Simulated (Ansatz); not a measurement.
# ClF2H3Si2: up Jacob's ladder to CCSD(T)

The task here is to estimate one member of a computed series from the others.

Program: Ansatz 0.2.0, Gaussian basis. Level of theory: functionals in def2-TZVPP, the program's frozen cores in correlated methods. These are calculated values, not measurements.

Plan: PBE-D4, r2SCAN-D4, PBE0-D4, B3LYP-D4, ωB97X-V, ωB97M-V, B2PLYP; CCSD(T)/def2-TZVPP; MP2/def2-QZVPP; extrapolation to the limit.

### The geometry

All runs share one geometry, relaxed beforehand with PBE0-D4 in a triple-zeta def2 set.

SMILES `F[SiH](F)[SiH2]Cl`, 8 atoms, charge 0, spin multiplicity 1.

Atoms are counted from 1 here; the program's logs count them from 0.

Bond lengths: F1–Si2 1.590 Å, Si2–F3 1.590 Å, Si2–Si4 2.348 Å, Si2–H6 1.482 Å, Si4–Cl5 2.055 Å, Si4–H7 1.484 Å, Si4–H8 1.484 Å. Angles: F1–Si2–F3 107.5°, F1–Si2–Si4 109.2°, F1–Si2–H6 107.7°, F3–Si2–Si4 109.2°, F3–Si2–H6 107.7°, Si4–Si2–H6 115.2°, Si2–Si4–Cl5 108.7°, Si2–Si4–H7 110.5°, Si2–Si4–H8 110.5°, Cl5–Si4–H7 108.9°, Cl5–Si4–H8 108.9°, H7–Si4–H8 109.4°.

Set-up of the first run:

in.yaml

```yaml
crystal:
  periodic: [false, false, false]
  atoms:
    - {symbol: F, position_ang: [-1.332484, 1.216950, -1.324799]}
    - {symbol: Si, position_ang: [-0.986782, 0.664548, 0.125623]}
    - {symbol: F, position_ang: [-0.588121, 1.910482, 1.029578]}
    - {symbol: Si, position_ang: [0.842943, -0.800169, -0.021408]}
    - {symbol: Cl, position_ang: [2.436090, 0.215545, -0.828747]}
    - {symbol: H, position_ang: [-2.224062, 0.075789, 0.690216]}
    - {symbol: H, position_ang: [1.221564, -1.294935, 1.325497]}
    - {symbol: H, position_ang: [0.515750, -1.953609, -0.895958]}
basis:
  gaussian: {orbitals: def2-TZVPP}
hamiltonian: {xc: pbe, dispersion: d4}
output: {forces: true, orbitals: {seedname: orbitals}}
```

Launch:

```bash
$ ansatz run in.yaml --threads 4 --pin off --events-out ev --progress --plain --max-ram 10444MiB
```

Steps of the session up to this table: PBE-D4 (GGA); r2SCAN-D4 (meta-GGA); PBE0-D4 (hybrid); B3LYP-D4 (hybrid); ωB97X-V (range-separated); ωB97M-V (range-separated); B2PLYP (double hybrid); CCSD(T) in def2-TZVPP; MP2 in def2-QZVPP.

One table of the session follows, with a row left open; its other results are not shown here.

| method | atomisation energy (kJ/mol) |
| --- | --- |
| PBE-D4 | 2781.0 |
| r2SCAN-D4 | 2784.9 |
| PBE0-D4 | 2740.2 |
| B3LYP-D4 | 2753.3 |
| ωB97X-V | 2799.4 |
| ωB97M-V | 2781.6 |
| B2PLYP | 2736.8 |
| HF/def2-TZVPP | 2104.9 |
| MP2/def2-TZVPP | 2774.9 |
| CCSD/def2-TZVPP | ? |
| CCSD(T)/def2-TZVPP | 2704.2 |
| MP2/CBS | 2866.2 |
| CCSD(T)/CBS | 2795.6 |

Q: Estimate the row for CCSD/def2-TZVPP from the others.

As computed: atomisation energy (kJ/mol): 2667.2. In the column «atomisation energy (kJ/mol)» it lies between HF/def2-TZVPP (2104.9) and CCSD(T)/def2-TZVPP (2704.2).

To keep in mind: Free atoms (2 F, 2 Si, 1 Cl, 3 H) were run apart at each level; the atomisation energy is their sum less the molecule, without zero-point or spin-orbit terms.
